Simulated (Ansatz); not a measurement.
**C₃H₅AlF₂: one species, many methods**

One table from this session's results is given with a row withheld; the runs are named, their logs left out.

The runs use Ansatz 0.2.0, Gaussian basis; functionals in def2-TZVPP, the program's frozen cores in correlated methods.

Plan: PBE-D4, r2SCAN-D4, PBE0-D4, B3LYP-D4, ωB97X-V, ωB97M-V, B2PLYP; CCSD(T)/def2-TZVPP; MP2/def2-QZVPP; extrapolation to the limit.

### The geometry

An earlier PBE0-D4 in a triple-zeta def2 set relaxation fixed the geometry.

SMILES `F[CH2][Al]1[CH2][CH]1F`, 11 atoms, charge 0, spin multiplicity 1.

Atoms are counted from 1 here; the program's logs count them from 0.

Bond lengths: F1–C2 1.392 Å, C2–Al3 1.978 Å, C2–H7 1.097 Å, C2–H8 1.097 Å, Al3–C4 1.917 Å, Al3–C5 1.922 Å, C4–C5 1.544 Å, C4–H9 1.100 Å, C4–H10 1.088 Å, C5–F6 1.381 Å, C5–H11 1.094 Å. Angles: F1–C2–Al3 111.9°, F1–C2–H7 108.2°, F1–C2–H8 108.1°, Al3–C2–H7 110.7°, Al3–C2–H8 111.1°, H7–C2–H8 106.5°, C2–Al3–C4 149.0°, C2–Al3–C5 163.0°, C4–Al3–C5 47.4°, Al3–C4–C5 66.5°, Al3–C4–H9 102.6°, Al3–C4–H10 140.9°, C5–C4–H9 110.0°, C5–C4–H10 119.2°, H9–C4–H10 109.8°, Al3–C5–C4 66.1°, Al3–C5–F6 132.3°, Al3–C5–H11 114.3° and more.

The first run:

in.yaml reads:

```yaml
crystal:
  periodic: [false, false, false]
  atoms:
    - {symbol: F, position_ang: [-0.441138, -2.935530, 0.920869]}
    - {symbol: C, position_ang: [0.608635, -2.028050, 0.810585]}
    - {symbol: Al, position_ang: [0.027991, -0.321454, -0.004140]}
    - {symbol: C, position_ang: [0.385936, 1.522397, -0.386552]}
    - {symbol: C, position_ang: [-1.042068, 1.079010, -0.769742]}
    - {symbol: F, position_ang: [-2.080639, 1.836759, -0.264843]}
    - {symbol: H, position_ang: [1.021721, -1.858452, 1.812549]}
    - {symbol: H, position_ang: [1.404716, -2.496776, 0.219770]}
    - {symbol: H, position_ang: [0.383118, 1.979148, 0.613767]}
    - {symbol: H, position_ang: [0.949927, 2.146916, -1.075480]}
    - {symbol: H, position_ang: [-1.152800, 1.019031, -1.856282]}
basis:
  gaussian: {orbitals: def2-TZVPP}
hamiltonian: {xc: pbe, dispersion: d4}
output: {forces: true, orbitals: {seedname: orbitals}}
```

Launch:

```
> ansatz run in.yaml --threads 4 --pin off --events-out ev --progress --plain --max-ram 10444MiB
```

Among the steps run: PBE-D4 (GGA); r2SCAN-D4 (meta-GGA); PBE0-D4 (hybrid); B3LYP-D4 (hybrid); ωB97X-V (range-separated); ωB97M-V (range-separated); B2PLYP (double hybrid); CCSD(T) in def2-TZVPP; MP2 in def2-QZVPP.

One table of the session follows, with a row left open; its other results are not shown here.

```
            method  atomisation energy (eV)
            PBE-D4                   42.765
         r2SCAN-D4                   41.681
           PBE0-D4                   41.663
          B3LYP-D4                   41.269
           ωB97X-V                   41.503
           ωB97M-V                   41.537
            B2PLYP                   40.893
     HF/def2-TZVPP                        ?
    MP2/def2-TZVPP                   41.249
   CCSD/def2-TZVPP                   39.430
CCSD(T)/def2-TZVPP                   40.175
           MP2/CBS                   42.400
       CCSD(T)/CBS                   41.326
```

**Question.** Estimate the row for HF/def2-TZVPP.

**Answer.** atomisation energy (eV): 29.180. In the column «atomisation energy (eV)» it is the lowest.

Among the levels timed on like hardware and quicker than the yardstick, those that no quicker one beats, quickest first: PBE-D4 (3 s, +1.439 eV); PBE0-D4 (3.5 s, +0.337 eV); B3LYP-D4 (5.5 s, -0.057 eV).

B2PLYP carry no dispersion term (for B3LYP, D4 adds 0.300 eV).

Caveats from the session: Free atoms (2 F, 3 C, 1 Al, 5 H) were run apart at each level; the atomisation energy is their sum less the molecule, without zero-point or spin-orbit terms.
